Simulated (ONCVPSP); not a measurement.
# An ONCV potential for oxygen, from input to tests

Task: generate the file, and judge it by its errors in other configurations, its logarithmic derivatives, its ghosts and its cutoff.

Program: ONCVPSP 4.0.1.1 (patched build). Reference atom: PBE, scalar-relativistic, spherical and spin-unpolarised. All values are calculated.

## 1. Settings

The settings as typed:

- element: oxygen (O, Z = 8)
- type: optimised norm-conserving Vanderbilt (ONCV)
- frozen core: [He]
- valence charge: 6
- reference configuration: 2s2 2p4
- partial waves: 2s: rc 0.95 bohr, ncon 4, nbas 8, qcut 5.5 1/bohr, 3 projectors, debl 3 Ha; 2p: rc 1.90 bohr, ncon 5, nbas 8, qcut 8.5 1/bohr, 2 projectors, debl 0.6 Ha; d scattering state at 0.05 Ha: rc 2.00 bohr, ncon 5, nbas 9, qcut 4.5 1/bohr, 2 projectors, debl 1 Ha
- local potential: polynomial inside 0.75 bohr (lpopt 3, dvloc0 4 Ha)
- core correction: Teter function, fcfact 5.25, rcfact 1.55

The outer shells as boxes (Hund's rule for the drawing; the calculation is spin-unpolarised):

```
[He] core
2s [↑↓]
2p [↑↓][↑ ][↑ ]
```

An earlier all-electron run gives the scale for the radii.

All-electron outer shells of the reference configuration (PBE, scalar-relativistic, ld1.x):

```
shell  level (eV)  outermost node (bohr)  outermost maximum (bohr)
   1s     -514.70                      –                      0.13
   2s      -23.96                   0.28                      0.87
   2p       -9.03                      –                      0.82
```

## 2. Generating the potential

O.dat reads:

```
# ATOM AND REFERENCE CONFIGURATION
# atsym  z   nc   nv     iexc    psfile
  O 8.00    1    2        4      upf
#
#   n    l    f
    1    0    2.00
    2    0    2.00
    2    1    4.00
#
# PSEUDOPOTENTIAL AND OPTIMIZATION
# lmax
    2
#
#   l,   rc,      ep,       ncon, nbas, qcut
    0    0.95    0.00    4    8    5.50
    1    1.90    0.00    5    8    8.50
    2    2.00    0.05    5    9    4.50
#
# LOCAL POTENTIAL
# lloc, lpopt,  rc(5),   dvloc0
    4    3    0.75    4.00
#
# VANDERBILT-KLEINMAN-BYLANDER PROJECTORs
# l, nproj, debl
    0    3    3.00
    1    2    0.60
    2    2    1.00
#
# MODEL CORE CHARGE
# icmod, fcfact, rcfact
    3    5.25    1.55
#
# LOG DERIVATIVE ANALYSIS
# epsh1, epsh2, depsh
   -2.00    5.00    0.02
#
# OUTPUT GRID
# rlmax, drl
    6.00    0.01
#
# TEST CONFIGURATIONS
# ncnf
    4
# nvcnf
#   n    l    f
    2
    2    0    2.00
    2    1    3.00
#
    2
    2    0    2.00
    2    1    2.00
#
    2
    2    0    2.00
    2    1    1.00
#
    2
    2    0    1.00
    2    1    4.00
#
```

Started as:

```console
oncvpsp.x < O.dat > O.out
```

Before running it: what results should come out? Wanted: cutoffs for 1 and 0.1 mHa per electron, occupied waves; bound ghosts; GHOST(+) flags; largest test error; largest phase difference near zero energy, channels read; rms error of d²Exc/dn², without and with the model core.

**Answer**, as computed:

| quantity | value |
| --- | --- |
| cutoffs for 1 and 0.1 mHa per electron, occupied waves | 160 Ha and 197 Ha |
| bound ghosts | s at -5731.63 eV |
| GHOST(+) flags | none at low energy |
| largest test error (AE − PS) | +1469 meV, for 2s2 2p1 |
| largest phase difference near zero energy, channels read | 0.000 rad |
| rms error of d²Exc/dn², without and with the model core | 1.16 and 2.04 mHa |

**Reading.** It has a bound ghost (s), a state that the atom doesn't have, and that rules the file out. The worst unpolarised test, 2s2 2p1, is off by 1469 meV on 103.9 eV; by total energies transferability rates as poor. That test lies far up in energy; among those under 40 eV, nearer to bonding, the largest error is 64 meV. The potential is very hard: the looser tolerance needs 160 Ha. At the looser tolerance the 2s wave is the slowest; 2p needs 24 Ha. Near zero energy the phases of the channels with partial waves agree within 0.001 rad.
